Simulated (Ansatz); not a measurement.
**CHGaSi (triplet): from Hartree-Fock to the top rungs at distance Ga2–Si3 = 2.524 Å, cc-pVDZ**

One table from this session's results is given with a row withheld; the runs are named, their logs left out.

Program: Ansatz 0.2.0, Gaussian basis. Level of theory: cc-pVDZ, core rule «outside noble gas», up to 20 orbitals frozen. These are calculated values, not measurements.

To be run: UHF; CCSD(T) on natural orbitals of UHF; CCSD(T) on UHF; BCCD(T) on natural orbitals of UHF; CISD; CCSDT(Q) on natural orbitals of UHF; CCSDT(Q) on UHF; CASSCF and MRCISD+Q, 4 electrons in 4 orbitals; CASSCF and NEVPT2, 4 electrons in 4 orbitals.

30 further runs of the same task are left out: 2 for a mislabelled method, 2 for a known fault of the program, 19 that didn't finish, 7 set aside as unsound or not needed.

## What is computed

The geometry derives from a PBE0/def2-TZVP stationary point (not a proven minimum). One bond is set to the value named and the two fragments are kept rigid. No spin-orbit coupling is included. The filled d shell of Ga may be among the frozen orbitals whatever the setting's name suggests; the logs give the count.

4 atoms, charge 0, spin multiplicity 3.

Atoms are counted from 1 here; the program's logs count them from 0.

Bond lengths: C1–Ga2 1.917 Å, Ga2–Si3 2.524 Å, Si3–H4 1.540 Å. Angles: C1–Ga2–Si3 178.8°, Ga2–Si3–H4 80.4°.

Set-up of the first run:

in.yaml reads:

```yaml
crystal:
  periodic: [false, false, false]
  atoms:
    - {symbol: C, position_ang: [0.000000, 0.030362, 2.369538]}
    - {symbol: Ga, position_ang: [0.000000, 0.005939, 0.452575]}
    - {symbol: Si, position_ang: [0.000000, -0.079626, -2.069974]}
    - {symbol: H, position_ang: [0.000000, 1.446075, -1.863611]}
basis:
  gaussian: {orbitals: cc-pVDZ}
magnetization: {spin_polarized: true, initial_magnetization: 2}
hamiltonian: {xc: hf}
output: {orbitals: {seedname: orbitals}}
```

Command:

```
$ ansatz run in.yaml --threads 1 --pin off --events-out ev --progress --plain --max-ram 2393MiB
```

Steps of the session up to this table: UHF; CCSD(T) on natural orbitals of UHF; CCSD(T) on UHF; BCCD(T) on natural orbitals of UHF; CISD; CCSDT(Q) on natural orbitals of UHF; CCSDT(Q) on UHF; CASSCF and MRCISD+Q, 4 electrons in 4 orbitals; CASSCF and NEVPT2, 4 electrons in 4 orbitals.

One of the session's tables, all rows but one given; the rest of the session is left out.

It belongs to the step «Misses and costs». 

```
       method  from RCCSDT(Q) (kcal/mol)
          UHF                    +155.70
         RMP2                     +26.73
         UMP2                     +40.16
        RCCSD                          ?
        UCCSD                      +9.92
     RCCSD(T)                      +1.89
     UCCSD(T)                      +3.40
      BCCD(T)                      +3.43
       RCCSDT                      +2.55
       UCCSDT                      +1.11
    RCCSDT(Q)                          0
    UCCSDT(Q)                      +0.21
  CASSCF pair                    +158.91
  NEVPT2 pair                     +40.84
  MRCISD pair                     +26.34
MRCISD+Q pair                      +6.45
```

Estimate the missing values for RCCSD.

As computed: from RCCSDT(Q) (kcal/mol): +13.88. In the column «from RCCSDT(Q) (kcal/mol)» it lies between UCCSD (+9.92) and MRCISD pair (+26.34).

Not comparable, so not listed: CISD (they don't share determinant, frozen orbitals or solution with the rows shown, or repeat one).

To keep in mind: The determinant is far from a pure spin state, so its energy mixes those of several spin states (harmless only where they are near-degenerate, as at dissociation). The report flags that the cluster equations may have other roots. Left out of the table: ROHF (another determinant or state than the rows shown). The program flags RCCSD(T), BCCD(T), RCCSDT(Q) as in doubt, so the zero of the table is itself unsure. Warnings: spin contamination; coupled cluster took another determinant than the lowest; large T1 diagnostic. Restricted and unrestricted rows rest on different reference determinants; where their highest levels disagree by more than a few hundredths of an eV, they describe different states and don't form one ladder.
